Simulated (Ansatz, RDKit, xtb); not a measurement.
**C4H2F3N: which of the isomers drawn lies lowest?**

A sample of isomers of C4H2F3N is drawn. Aim: find which of them has the lowest free energy at 298.15 K, then its properties. The sample is small against all isomers, and the most stable one of this formula need not be in it.

The funnel: GFN2-xTB relaxations, single points with a density functional, relaxations at B3LYP-D3(BJ)/def2-SVP, harmonic vibrations (at GFN2-xTB), and a last energy at a higher level. All values are calculated.

## (1) Possible bonding patterns

Isomers were taken from a list of plausible structures; this is a sample, not all of them. That gives 3 candidates.

```csv
label,SMILES,spin
c080,N#C/C=C/C(F)(F)F,singlet
c088,C=C(C#N)C(F)(F)F,singlet
c994,N#C/C=C\C(F)(F)F,singlet
```

Candidates are built by distance geometry, with a force field where one applies, in up to four conformers (letters a to d).

**Question.** With final energies at CCSD(T)/def2-SVP + MP2/def2-TZVPP - MP2/def2-SVP, which structure will this search put lowest in free energy, and by what margin?

| quantity | value |
| --- | --- |
| lowest structure found | N#C/C=C/C(F)(F)F, singlet |
| next finalist | C=C(C#N)C(F)(F)F, singlet, 1.9 kcal/mol higher in G |
| share at equilibrium, among the finalists | 95.0 % |

The lowest structure found is `N#C/C=C/C(F)(F)F`. The margin, 1.9 kcal/mol, is modest. GFN2-xTB, HF/STO-3G, r2SCAN-D4/def2-SVP, B3LYP-D3(BJ)/def2-SVP, HF/def2-SVP and MP2/def2-SVP already put its bonding pattern lowest among the structures in one piece. The search is not exhaustive (a finite list of starts, one conformer a finalist), so a lower isomer can't be ruled out. Only 3 drawn patterns were tried, so whole families of isomers are missing, and the result ranks this sample alone.
